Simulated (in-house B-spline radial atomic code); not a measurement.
# Cs⁵³⁺: isotopes

Aim: how the levels of Cs⁵³⁺ shift from isotope to isotope, through nuclear size; the mass enters as a recoil term, given apart.

The numbers are computed with in-house B-spline radial atomic code version 1 (Dirac-Hartree-Fock, average of configuration, Fermi nucleus, basis-set limit), except any that are marked as measured or tabulated.

## (1) What is computed

```
element       : caesium (Z = 55)
charge        : +53
electrons     : 2
configuration : 1s2
Hamiltonian   : Dirac-Coulomb
nucleus       : Fermi, rms radius 4.783 fm
```

Settings, as recorded:

```ini
Z = 55
electrons = 2.0
configuration = 1s2
hamiltonian = dirac
method = hf
spin_polarised = False
nucleus = fermi
rms_radius = 4.7832
mass_number = 118
atomic_mass = 117.926559517
speed_of_light = 137.035999084
```

This reference run was done before. Its total energy is -3120.969844 hartree (electron-nucleus part -6562.1694, recoil term 0.01451837), and its levels are (the highest eight at most):

```
orbital  occupation  energy (eV)  <r> (bohr)
  1s1/2           2     -41967.9     0.02594
```

## (2) Mass number 140

Settings, as recorded:

```ini
Z = 55
electrons = 2.0
configuration = 1s2
hamiltonian = dirac
method = hf
spin_polarised = False
nucleus = fermi
rms_radius = 4.8554
mass_number = 140
atomic_mass = 139.917283707
speed_of_light = 137.035999084
```

## (3) Mass number 141

Settings, as recorded:

```ini
Z = 55
electrons = 2.0
configuration = 1s2
hamiltonian = dirac
method = hf
spin_polarised = False
nucleus = fermi
rms_radius = 4.8689
mass_number = 141
atomic_mass = 140.920045279
speed_of_light = 137.035999084
```

## (4) Mass number 142

Settings, as recorded:

```ini
Z = 55
electrons = 2.0
configuration = 1s2
hamiltonian = dirac
method = hf
spin_polarised = False
nucleus = fermi
rms_radius = 4.8825
mass_number = 142
atomic_mass = 141.924299514
speed_of_light = 137.035999084
```

## (5) Mass number 143

Settings, as recorded:

```ini
Z = 55
electrons = 2.0
configuration = 1s2
hamiltonian = dirac
method = hf
spin_polarised = False
nucleus = fermi
rms_radius = 4.8965
mass_number = 143
atomic_mass = 142.927347346
speed_of_light = 137.035999084
```

## (6) Mass number 144

Settings, as recorded:

```ini
Z = 55
electrons = 2.0
configuration = 1s2
hamiltonian = dirac
method = hf
spin_polarised = False
nucleus = fermi
rms_radius = 4.9055
mass_number = 144
atomic_mass = 143.932075402
speed_of_light = 137.035999084
```

## (7) Mass number 145

Settings, as recorded:

```ini
Z = 55
electrons = 2.0
configuration = 1s2
hamiltonian = dirac
method = hf
spin_polarised = False
nucleus = fermi
rms_radius = 4.9188
mass_number = 145
atomic_mass = 144.935528927
speed_of_light = 137.035999084
```

## (8) Mass number 146

Settings, as recorded:

```ini
Z = 55
electrons = 2.0
configuration = 1s2
hamiltonian = dirac
method = hf
spin_polarised = False
nucleus = fermi
rms_radius = 4.9281
mass_number = 146
atomic_mass = 145.940621867
speed_of_light = 137.035999084
```

Before running: By how much, and in which direction, does each change move the total energy and the levels?

**Answer**, as computed:

All values are changes from the reference run; energy changes under 8e-05 eV count as noise.

| change | rms radius (fm) | δ<r²> (fm²) | Δ total energy (eV) | Δ recoil term, not in the total or the levels (eV) | Δ 1s1/2 level (eV) |
| --- | --- | --- | --- | --- | --- |
| mass number 140 | 4.8554 | +0.696 | +0.1933 | -0.06209 | +0.0953 |
| mass number 141 | 4.8689 | +0.827 | +0.2297 | -0.06446 | +0.1133 |
| mass number 142 | 4.8825 | +0.960 | +0.2664 | -0.0668 | +0.1314 |
| mass number 143 | 4.8965 | +1.097 | +0.3043 | -0.06911 | +0.1501 |
| mass number 144 | 4.9055 | +1.185 | +0.3288 | -0.07138 | +0.1621 |
| mass number 145 | 4.9188 | +1.316 | +0.3649 | -0.07362 | +0.18 |
| mass number 146 | 4.9281 | +1.407 | +0.3903 | -0.07584 | +0.1924 |

What this shows: The total energy moves by 277 meV for each fm² of δ<r²> (from mass number 146): a larger nucleus binds the s electrons less. For that pair the recoil (mass) term changes by 0.076 eV against 0.39 eV from size, so size rules the shift. The recoil term is approximate.
